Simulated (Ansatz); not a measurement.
# Si₅H₁₂: a ladder of functionals and wavefunction methods

An exercise on one series of results from a longer session: the logs are not shown, and one member is left open.

Computed with Ansatz 0.2.0, Gaussian basis. Level: functionals in def2-TZVPP, the program's frozen cores in correlated methods.

Levels to be run: LDA (SPW92), PBE-D4, revPBE-D4, BLYP-D4, r2SCAN-D4, B97M-V, PBE0-D4, B3LYP-D4, r2SCANh-D4, r2SCAN0-D4, HSE06-D4, BHLYP-D4, CAM-B3LYP-D4, LC-ωPBE, ωB97X-V, ωB97M-V, B2PLYP, PBE-QIDH; CCSD(T)/def2-SVP; MP2/def2-TZVPP; RPA on PBE.

1 further run of the same task is left out (it didn't finish). Runs told in other sessions of the task aren't counted.

**The relaxed structure**

An earlier PBE0-D4 in a triple-zeta def2 set relaxation fixed the geometry.

SMILES `[SiH3][SiH2][SiH2][SiH2][SiH3]`, 17 atoms, charge 0, spin multiplicity 1.

Atoms are counted from 1 here; the program's logs count them from 0.

Bond lengths: Si1–Si2 2.338 Å, Si1–H6 1.488 Å, Si1–H7 1.487 Å, Si1–H8 1.488 Å, Si2–Si3 2.339 Å, Si2–H9 1.490 Å, Si2–H10 1.490 Å, Si3–Si4 2.339 Å, Si3–H11 1.490 Å, Si3–H12 1.490 Å, Si4–Si5 2.338 Å, Si4–H13 1.490 Å, Si4–H14 1.490 Å, Si5–H15 1.488 Å, Si5–H16 1.488 Å, Si5–H17 1.488 Å. Angles: Si2–Si1–H6 109.5°, Si2–Si1–H7 111.4°, Si2–Si1–H8 109.9°, H6–Si1–H7 108.7°, H6–Si1–H8 108.5°, H7–Si1–H8 108.8°, Si1–Si2–Si3 109.5°, Si1–Si2–H9 110.1°, Si1–Si2–H10 109.1°, Si3–Si2–H9 110.9°, Si3–Si2–H10 108.9°, H9–Si2–H10 108.2°, Si2–Si3–Si4 108.6°, Si2–Si3–H11 109.6°, Si2–Si3–H12 110.4°, Si4–Si3–H11 110.4°, Si4–Si3–H12 109.6°, H11–Si3–H12 108.4° and more.

Set-up of the first run:

in.yaml reads:

```yaml
crystal:
  periodic: [false, false, false]
  atoms:
    - {symbol: Si, position_ang: [-2.540926, 0.396630, -0.634364]}
    - {symbol: Si, position_ang: [-1.228163, -1.508890, -0.297131]}
    - {symbol: Si, position_ang: [0.910032, -1.150620, -1.175010]}
    - {symbol: Si, position_ang: [1.723948, 0.879900, -0.347265]}
    - {symbol: Si, position_ang: [1.501030, 0.919981, 1.980143]}
    - {symbol: H, position_ang: [-1.925008, 1.555472, 0.066376]}
    - {symbol: H, position_ang: [-3.921528, 0.203695, -0.115533]}
    - {symbol: H, position_ang: [-2.614622, 0.709583, -2.087047]}
    - {symbol: H, position_ang: [-1.871700, -2.693628, -0.931225]}
    - {symbol: H, position_ang: [-1.110846, -1.769052, 1.165416]}
    - {symbol: H, position_ang: [0.838990, -1.113265, -2.662921]}
    - {symbol: H, position_ang: [1.826542, -2.255768, -0.776314]}
    - {symbol: H, position_ang: [0.926440, 1.993430, -0.934126]}
    - {symbol: H, position_ang: [3.150536, 1.076499, -0.729188]}
    - {symbol: H, position_ang: [0.064091, 0.794751, 2.344762]}
    - {symbol: H, position_ang: [2.030968, 2.185527, 2.554830]}
    - {symbol: H, position_ang: [2.240223, -0.224225, 2.578599]}
basis:
  gaussian: {orbitals: def2-TZVPP}
hamiltonian: {xc: lda}
output: {orbitals: {seedname: orbitals}}
```

The run is started by

```
$ ansatz run in.yaml --threads 4 --pin off --events-out ev --progress --plain --max-ram 11315MiB
```

Among the steps run: LDA; PBE-D4 (GGA); revPBE-D4 (GGA); BLYP-D4 (GGA); r2SCAN-D4 (meta-GGA); B97M-V (meta-GGA); B3LYP-D4 (hybrid); r2SCANh-D4 (hybrid); r2SCAN0-D4 (hybrid); HSE06-D4 (hybrid); BHLYP-D4 (hybrid); CAM-B3LYP-D4 (range-separated); LC-ωPBE (range-separated); ωB97X-V (range-separated); ωB97M-V (range-separated); B2PLYP (double hybrid); PBE-QIDH (double hybrid).

One of the session's tables, all rows but one given; the rest of the session is left out.

It belongs to the step «Orbital energies across the functionals». 

```
  functional  HOMO (eV)  gap (eV)
 LDA (SPW92)      -6.95      5.56
      PBE-D4      -6.86      5.63
   revPBE-D4      -6.82      5.66
     BLYP-D4      -6.69      5.66
   r2SCAN-D4      -7.10      6.06
      B97M-V      -7.24      5.98
     PBE0-D4      -7.88      7.45
    B3LYP-D4      -7.67      7.11
  r2SCANh-D4      -7.47      6.72
  r2SCAN0-D4      -8.04      7.70
    HSE06-D4      -7.50      6.69
    BHLYP-D4      -8.78      9.31
CAM-B3LYP-D4      -9.08      9.74
     LC-ωPBE          ?         ?
     ωB97X-V     -10.06     11.63
     ωB97M-V      -9.82     11.09
```

Estimate the missing values for LC-ωPBE.

The run gave: HOMO (eV): -10.37; gap (eV): 12.03. In the column «HOMO (eV)» it is the lowest.
